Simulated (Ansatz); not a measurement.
Write the native input for Ansatz 0.2.0 that does the following.

- Task: single point
- Functional: PBEsol
- Potentials or basis: Ansatz PAW
- Cutoff: 420 eV (not typed: the program's choice for these potentials)
- k mesh: 8 × 8 × 8
- Occupations: fermi-dirac, width 0.05 eV
- Spin: collinear spin, ferrimagnetic start
- Starting moments: [0.0, 0.0, 0.0, 4.0, -2.0] μB

Crystal: BaMn2Bi2.

```
Bi Ba Mn
1.0
    -2.24629    2.24629    7.27818
     2.24629   -2.24629    7.27818
     2.24629    2.24629   -7.27818
Bi Ba Mn
2 1 2
Cartesian
  0.0000 0.0000 9.2173
  0.0000 0.0000 5.3391
  0.0000 0.0000 0.0000
  0.0000 2.2463 3.6391
  2.2463 0.0000 3.6391
```

The cell is a database's computed one.

One way to write it, as run:

input.yaml

```yaml
crystal:
  lattice:
    - [-2.2462852742, 2.2462852742, 7.2781801451]
    - [2.2462852742, -2.2462852742, 7.2781801451]
    - [2.2462852742, 2.2462852742, -7.2781801451]
  atoms:
    - { symbol: Bi, position: [0.633212, 0.633212, 0.0] }
    - { symbol: Bi, position: [0.366788, 0.366788, 0.0] }
    - { symbol: Ba, position: [0.0, 0.0, 0.0] }
    - { symbol: Mn, position: [0.75, 0.25, 0.5], spin: 4.0 }
    - { symbol: Mn, position: [0.25, 0.75, 0.5], spin: -2.0 }
hamiltonian:
  xc: pbesol
  pseudopotentials: { kind: paw }
magnetization:
  spin_polarized: true
kpoints:
  mp_grid: { grid: [8, 8, 8] }
scf:
  occupations: { method: fermi_dirac, width: 0.05 }
output:
  forces: true
  stress: true
  eigenvalues: true
  write_density: true
  write_potential: true
  elf: true
  volumetric_format: npy
```

Potentials or basis: Ansatz PAW.

Command:

```sh
$ ansatz run input.yaml --threads 2 --pin off --max-ram 5632MiB --backend cpu --events-out ev --progress --plain --runs-dir out
```

It gave:

The pressure is -2.8 GPa and the largest force is 0.212 eV/Å. The band gap on the k mesh is 0.15 eV, indirect (least direct gap 0.39 eV) and the net moment is 0.00 μB per cell. The absolute moment is 8.57 μB per cell and the site moments are Bi +0.00; Ba +0.00; Mn +3.89, -3.89 μB.

Caveat: spin-orbit coupling is left out, which as a rule narrows the gap of such compounds by several tenths of an eV; the PAW data sets come from PBE, with cores solved anew for the run's functional, which leaves a small shift of forces and pressure.

It took 75 s on 2 threads of Arm Neoverse V2, with other jobs on the host, peak memory 0.85 GiB.
